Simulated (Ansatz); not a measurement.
Run this with the Ansatz DFT code, driven from Python and show what comes out.

The script, `sr2ir_restart.py`:
```python
# -*- coding: utf-8 -*-
"""Two stages for Sr2Ir: converge the density, then read it back for bands."""

import argparse

import ansatz as az
from ase import Atoms


def main():
    atoms = Atoms(
        ["Sr", "Sr", "Ir"],
        scaled_positions=[
            [0.75, 0.75, 0.75],
            [0.25, 0.25, 0.25],
            [0.0, 0.0, 0.0],
        ],
        cell=[
            [0.0, 3.612228, 3.612228],
            [3.612228, 0.0, 3.612228],
            [3.612228, 3.612228, 0.0],
        ],
        pbc=True,
    )
    xtal = az.Crystal.from_ase(atoms)

    parser = argparse.ArgumentParser()
    parser.add_argument("stage", choices=["scf", "bands"])
    stage = parser.parse_args().stage
    base = (
        xtal.calculation()
        .functional("pbesol")
        .kpoints(5)
        .occupations(az.OccupationsMethod.FERMI_DIRAC, width=0.1)
    )
    if stage == "scf":
        data = base.checkpoint(write="ground.run").run(threads=1).report
        print(f"F = {data['free_energy_ev']:.5f} eV after {data['n_iterations']} iterations, saved")
    else:
        points = {"K": (0.375, 0.375, 0.75), "G": (0.0, 0.0, 0.0), "L": (0.5, 0.5, 0.5), "W": (0.5, 0.25, 0.75), "X": (0.5, 0.0, 0.5)}
        result = base.checkpoint(read="ground.run", post_process_only=True).band_structure(list(points.values()), intervals=1).run(threads=1)
        bands = result.band_structure()
        for label, levels in zip(points, bands.channels[0].eigenvalues_ev - bands.fermi_energy_ev):
            print(f"{label:3s}", " ".join(f"{e:7.3f}" for e in levels if abs(e) < 6))


if __name__ == "__main__":
    main()
```

```console
$ python sr2ir_restart.py scf
DeckWarning: basis.ecutwfc = 420 eV, auto-derived from the records' recommended cutoffs: set by Sr (normal level)
F = -18783.53336 eV after 7 iterations, saved
```
(Warnings from the package without file and line.)

```console
$ python sr2ir_restart.py bands
DeckWarning: basis.ecutwfc = 420 eV, auto-derived from the records' recommended cutoffs: set by Sr (normal level)
K    -2.346  -1.664  -1.577  -1.420  -1.174  -1.056   0.038   1.265   2.316   2.571   2.801
G    -4.429  -1.596  -1.596  -0.982  -0.982  -0.982   0.697   0.697   0.697   3.250   3.250
L    -2.768  -1.373  -1.310  -1.310  -1.144  -1.144  -0.716   1.891   1.891   3.594   3.949
W    -2.241  -1.627  -1.605  -1.605  -1.145  -1.052   0.738   0.738   1.725   2.984   3.199
X    -2.405  -1.737  -1.602  -1.162  -1.162  -0.925  -0.829   2.108   2.281   2.846   2.846
```
(Warnings from the package without file and line.)

Absolute energies stand on the zero of these potentials, so only differences at equal settings mean something. A total without «per atom» is that of the cell as typed. The computed bands are complete only to about 2.6 eV above the Fermi level. For a metal this k-point mesh is coarse: on a finer one energies can move by several to tens of meV an atom and pressures by half a GPa or more, differences at one mesh by less. Spin-orbit coupling, which matters for elements this heavy, is left out. The structure comes from a database of computed cells and needn't be a stable or known phase. Levels are Kohn-Sham eigenvalues on this mesh, without spin-orbit coupling. Wall time of the script: 3 s on 1 thread of Intel(R) Xeon(R) Platinum 8488C (Sapphire Rapids), on a shared host, peak memory 0.41 GiB.
